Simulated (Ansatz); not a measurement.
A first try at a single point of Mg₂ZnSb₂ (distorted cell), using Ansatz 0.2.0 through its Python package.

`scf.py`:
```python
from collections import Counter
from pathlib import Path
import json

import ansatz as az
import matplotlib.pyplot as plt
import numpy as np
from pymatgen.core import Structure
from pymatgen.symmetry.analyzer import SpacegroupAnalyzer


def main() -> None:
    mg2znsb2 = (
        az.Lattice.of([4.44019, 0.00011, -0.00183], [-2.22, 3.91256, 0.00565], [-0.00299, 0.00895, 7.26635])
        .atom("Mg", [0.33414, 0.64085, 0.36866])
        .atom("Mg", [0.66579, 0.32473, 0.00637])
        .atom("Zn", [0.00371, 0.03606, 0.66843])
        .atom("Sb", [0.01333, 0.99791, 0.22371])
        .atom("Sb", [0.34513, 0.66445, 0.75463])
    )

    calculation = (
        mg2znsb2.calculation()
        .functional("lda")
        .basis(21 * az.Ha)
        .kpoints(spacing=0.6)
        .occupations("Fixed")
        .compute(density_of_states={"energy_step": 0.1, "method": "tetrahedron", "nscf_kmesh_spacing": 0.3}, band_table=True, density=True, potential=True, electron_localization_function=True, output_files={"volumetric_format": "npy"})
    )
    outcome = calculation.run(events_out="events.ndjson")
    report = outcome.report
    with open("events.ndjson") as stream:
        kinds = Counter(json.loads(line)["event"] for line in stream)
    print("events:", {kind: kinds[kind] for kind in ("scf_iter", "scf_done", "notice", "finished")})

    for key in ("converged", "n_iterations", "n_electrons", "n_kpoints", "n_pw", "n_symmetry_ops", "free_energy_ev", "fermi_energy_ev"):
        print(f"{key:18s} {report[key]}")

    dos = outcome.density_of_states()
    energy = np.asarray(dos.energies_ev) - dos.fermi_ev
    top = min(levels[-1] for levels in report["eigenvalues_ev"]) - dos.fermi_ev  # the computed bands end here
    fig, ax = plt.subplots(figsize=(5, 3.2))
    for spin, channel in enumerate(dos.channels):
        ax.plot(energy, (-1) ** spin * np.asarray(channel.g_bin_mean_per_ev), lw=1)
    ax.axvline(0, color="k", ls=":")
    ax.set(xlim=(-6, min(8, top)), xlabel="E - E_F (eV)", ylabel="states/eV", title="Mg2ZnSb2")
    fig.tight_layout()
    fig.savefig("dos.png", dpi=100)
    print("states below E_F:", round(float(np.interp(0.0, energy, dos.spin_summed_integrated)), 3))

    folder = Path(outcome.write_results("fields"))
    print("densities in e/A^3, potentials in eV, ELF without unit")
    for name in sorted(p.name for p in folder.glob("*.npy")):
        field = np.load(folder / name)
        print(f"{name:16s} {str(field.shape):16s} min {field.min():10.4f}  mean {field.mean():10.4f}  max {field.max():10.4f}")

    final = Structure(outcome.lattice.cell_ang, [s.symbol for s in outcome.lattice.sites], [s.position_frac for s in outcome.lattice.sites])
    analyser = SpacegroupAnalyzer(final, symprec=0.01)
    standard = analyser.get_conventional_standard_structure()
    print(analyser.get_crystal_system(), analyser.get_space_group_symbol(), len(standard), "atoms in the conventional cell")
    print("a b c (A):", [round(x, 4) for x in standard.lattice.abc], " angles:", [round(x, 2) for x in standard.lattice.angles])
    print(f"mass density {float(final.density):.3f} g/cm^3")


if __name__ == "__main__":
    main()
```

Running `python scf.py` prints:
```text
RunWarning: the bands of the NSCF analysis pass on 56 k-points overlap at the fill by count (31 filled at each k-point of a channel): the highest filled level, 7.639313 eV at k-index 0, stands 0.3686 eV over the lowest empty one, 7.270712 eV at k-index 55, so that a fill of the lowest levels lies lower and no gap is [...]
events: {'scf_iter': 8, 'scf_done': 1, 'notice': 3, 'finished': 1}
converged          True
n_iterations       8
n_electrons        62.0
n_kpoints          10
n_pw               3933
n_symmetry_ops     1
free_energy_ev     -19721.495369791355
fermi_energy_ev    7.63931337119131
states below E_F: 62.065
densities in e/A^3, potentials in eV, ELF without unit
elf.npy          (36, 36, 60)     min     0.0000  mean     0.3009  max     0.7685
rho.npy          (36, 36, 60)     min     0.0093  mean     0.4911  max    45.3856
v_es.npy         (36, 36, 60)     min   -92.8609  mean     3.9481  max    11.3382
v_tot.npy        (36, 36, 60)     min  -111.4904  mean    -5.2779  max     7.4761
triclinic P1 5 atoms in the conventional cell
a b c (A): [4.4402, 4.4985, 7.2664]  angles: [90.14, 89.95, 119.57]
mass density 4.703 g/cm^3
```
(Warnings from the package without file and line, shortened.)

No error stopped it. What is wrong with the input all the same?

The fault: fixed occupations, though the bands overlap at this level of theory. The change:

```diff
--- before
+++ after
@@ -26,3 +26,3 @@
         .kpoints(spacing=0.6)
-        .occupations("Fixed")
+        .occupations("fermi_dirac", width=0.05)
         .compute(density_of_states={"energy_step": 0.1, "method": "tetrahedron", "nscf_kmesh_spacing": 0.3}, band_table=True, density=True, potential=True, electron_localization_function=True, output_files={"volumetric_format": "npy"})
```

With that change:

Output of `python scf.py`:
```text
events: {'scf_iter': 8, 'scf_done': 1, 'notice': 2, 'finished': 1}
converged          True
n_iterations       8
n_electrons        62.0
n_kpoints          10
n_pw               3933
n_symmetry_ops     1
free_energy_ev     -19721.50831916569
fermi_energy_ev    7.6008575082060545
states below E_F: 61.978
densities in e/A^3, potentials in eV, ELF without unit
elf.npy          (36, 36, 60)     min     0.0000  mean     0.3007  max     0.7647
rho.npy          (36, 36, 60)     min     0.0094  mean     0.4911  max    45.3803
v_es.npy         (36, 36, 60)     min   -92.8602  mean     3.9481  max    11.3568
v_tot.npy        (36, 36, 60)     min  -111.4898  mean    -5.2804  max     7.4697
triclinic P1 5 atoms in the conventional cell
a b c (A): [4.4402, 4.4985, 7.2664]  angles: [90.14, 89.95, 119.57]
mass density 4.703 g/cm^3
```

What to keep in mind:
- Absolute energies stand on the zero of these potentials, so only differences at equal settings mean something. A total without «per atom» is that of the cell as typed.
- Along an axis with an odd division the mesh misses the point at one half; a gap read on a finite mesh is an upper bound on this functional's gap.
- The count of states below the Fermi level is interpolated on the energy grid.
- Only differences from the Fermi energy are physical; the zero of the scale is a convention.
- The gap on the mesh is very small: a semilocal functional closes or nearly closes the gap of many narrow semiconductors.
- Grid values close to the nuclei reflect the PAW or pseudopotential construction, not the all-electron fields.
- The cell is a database structure, distorted on purpose.
- The computed bands are complete only to about 3.9 eV above the Fermi level; beyond that the density of states is undercounted.
- Finished in 22 s on 1 thread of Arm Neoverse V2, on a shared host, peak memory 0.65 GiB.

(Lines on the test bed's own set-up are left out of the output.)
